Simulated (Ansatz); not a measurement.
Here is an Ansatz 0.2.0 calculation.

File input.yaml:

```yaml
crystal:
  lattice:
    - [3.05413, 0.0, 0.0]
    - [-1.52707, 2.64496, 0.0]
    - [0.0, 0.0, 5.82802]
  atoms:
    - { symbol: Al, position: [0.0, 0.0, 0.0] }
    - { symbol: In, position: [0.0, 0.0, 0.5] }
hamiltonian:
  xc: pbe
  pseudopotentials: { kind: paw }
kpoints:
  mp_grid: { grid: [10, 10, 5] }
scf:
  occupations: { method: fermi_dirac, width: 0.05 }
output:
  forces: true
  stress: true
  eigenvalues: true
```

Potentials or basis: Ansatz PAW.

Run with:

```sh
$ ansatz run input.yaml --threads 2 --pin off --max-ram 5632MiB --backend cpu --events-out ev --progress --plain --runs-dir out
```

Estimate the pressure.

-0.1 GPa.

Predict the band gap on the k mesh.

none (metal or under the smearing width).

Stress tensor (GPa, compression positive):
```
 0.24  0.00  0.00
 0.00  0.24  0.00
 0.00  0.00 -0.84
```
